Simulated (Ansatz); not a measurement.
# C4H10F2InN: one species, many methods

An exercise on one series of results from a longer session: the logs are not shown, and one member is left open.

Program: Ansatz 0.2.0, Gaussian basis. Level of theory: functionals in def2-TZVPP, the program's frozen cores in correlated methods. These are calculated values, not measurements.

Levels to be run: LDA (SPW92), PBE-D4, revPBE-D4, BLYP-D4, r2SCAN-D4, B97M-V, PBE0-D4, B3LYP-D4, r2SCANh-D4, r2SCAN0-D4, HSE06-D4, BHLYP-D4, CAM-B3LYP-D4, LC-ωPBE, ωB97X-V, ωB97M-V, B2PLYP, PBE-QIDH; CCSD(T)/def2-SVP; CCSD(T)/def2-TZVPP; MP2/def2-QZVPP; extrapolation to the limit; RPA on PBE.

### Structure used throughout

The geometry comes from an earlier relaxation with PBE0-D4 in a triple-zeta def2 set; it is a stationary point, not always the lowest conformer. In takes the def2 core potential; no spin-orbit term is included.

SMILES `CC(C)(C)[NH][In]([F])[F]`, 18 atoms, charge 0, spin multiplicity 1.

Atoms are counted from 1 here; the program's logs count them from 0.

Bond lengths: C1–C2 1.527 Å, C1–H9 1.092 Å, C1–H10 1.094 Å, C1–H11 1.091 Å, C2–C3 1.522 Å, C2–C4 1.528 Å, C2–N5 1.467 Å, C3–H12 1.096 Å, C3–H13 1.092 Å, C3–H14 1.092 Å, C4–H15 1.093 Å, C4–H16 1.093 Å, C4–H17 1.095 Å, N5–In6 2.001 Å, N5–H18 1.013 Å, In6–F7 1.939 Å, In6–F8 1.940 Å. Angles: C2–C1–H9 110.7°, C2–C1–H10 110.8°, C2–C1–H11 110.4°, H9–C1–H10 107.8°, H9–C1–H11 108.7°, H10–C1–H11 108.3°, C1–C2–C3 109.9°, C1–C2–C4 109.7°, C1–C2–N5 106.9°, C3–C2–C4 109.9°, C3–C2–N5 108.3°, C4–C2–N5 112.1°, C2–C3–H12 111.5°, C2–C3–H13 110.5°, C2–C3–H14 110.7°, H12–C3–H13 108.4°, H12–C3–H14 107.2°, H13–C3–H14 108.5° and more.

Set-up of the first run:

File in.yaml:

```yaml
crystal:
  periodic: [false, false, false]
  atoms:
    - {symbol: C, position_ang: [-0.624901, -1.829088, 0.015884]}
    - {symbol: C, position_ang: [-0.126389, -0.390966, 0.140181]}
    - {symbol: C, position_ang: [1.356826, -0.384765, 0.480797]}
    - {symbol: C, position_ang: [-0.913059, 0.333378, 1.231340]}
    - {symbol: N, position_ang: [-0.299914, 0.236680, -1.174128]}
    - {symbol: In, position_ang: [0.435837, 2.053067, -1.576328]}
    - {symbol: F, position_ang: [-0.115577, 3.098952, -3.113307]}
    - {symbol: F, position_ang: [1.918535, 2.923358, -0.676771]}
    - {symbol: H, position_ang: [-0.495799, -2.365441, 0.958589]}
    - {symbol: H, position_ang: [-1.688849, -1.851198, -0.237592]}
    - {symbol: H, position_ang: [-0.074855, -2.356555, -0.765235]}
    - {symbol: H, position_ang: [1.747405, 0.636834, 0.553342]}
    - {symbol: H, position_ang: [1.926530, -0.918216, -0.283045]}
    - {symbol: H, position_ang: [1.534049, -0.866988, 1.444042]}
    - {symbol: H, position_ang: [-1.975068, 0.380676, 0.976399]}
    - {symbol: H, position_ang: [-0.818214, -0.170573, 2.196802]}
    - {symbol: H, position_ang: [-0.544535, 1.357353, 1.354415]}
    - {symbol: H, position_ang: [-1.242032, 0.113484, -1.525392]}
basis:
  gaussian: {orbitals: def2-TZVPP}
hamiltonian: {xc: lda}
output: {orbitals: {seedname: orbitals}}
```

Started as:

```sh
$ ansatz run in.yaml --threads 2 --pin off --events-out ev --progress --plain --max-ram 31744MiB --backend cuda --devices 0, --max-vram 18GiB
```

Steps of the session up to this table: LDA; PBE-D4 (GGA); revPBE-D4 (GGA); BLYP-D4 (GGA); r2SCAN-D4 (meta-GGA); B97M-V (meta-GGA); PBE0-D4 (hybrid); B3LYP-D4 (hybrid); r2SCANh-D4 (hybrid); r2SCAN0-D4 (hybrid); HSE06-D4 (hybrid); BHLYP-D4 (hybrid); CAM-B3LYP-D4 (range-separated); LC-ωPBE (range-separated); ωB97X-V (range-separated); ωB97M-V (range-separated); B2PLYP (double hybrid); PBE-QIDH (double hybrid).

One of the session's tables, all rows but one given; the rest of the session is left out.

It belongs to the step «Orbital energies across the functionals». 

| functional | HOMO (eV) | LUMO (eV) | gap (eV) |
| --- | --- | --- | --- |
| LDA (SPW92) | ? | ? | ? |
| PBE-D4 | -6.12 | -2.91 | 3.21 |
| revPBE-D4 | -6.03 | -2.76 | 3.26 |
| BLYP-D4 | -6.02 | -2.90 | 3.12 |
| r2SCAN-D4 | -6.37 | -2.70 | 3.68 |
| B97M-V | -6.48 | -2.86 | 3.61 |
| PBE0-D4 | -7.44 | -2.02 | 5.43 |
| B3LYP-D4 | -7.25 | -2.37 | 4.88 |
| r2SCANh-D4 | -6.87 | -2.37 | 4.50 |
| r2SCAN0-D4 | -7.63 | -1.89 | 5.74 |
| HSE06-D4 | -7.04 | -2.39 | 4.66 |
| BHLYP-D4 | -8.72 | -1.21 | 7.52 |
| CAM-B3LYP-D4 | -8.85 | -1.11 | 7.75 |
| LC-ωPBE | -10.15 | 0.25 | 10.40 |
| ωB97X-V | -9.82 | 0.04 | 9.86 |
| ωB97M-V | -9.76 | -0.16 | 9.60 |

Estimate the missing values for LDA (SPW92).

**Answer.** HOMO (eV): -6.35; LUMO (eV): -3.25; gap (eV): 3.10. In the column «HOMO (eV)» it lies between r2SCAN-D4 (-6.37) and PBE-D4 (-6.12).
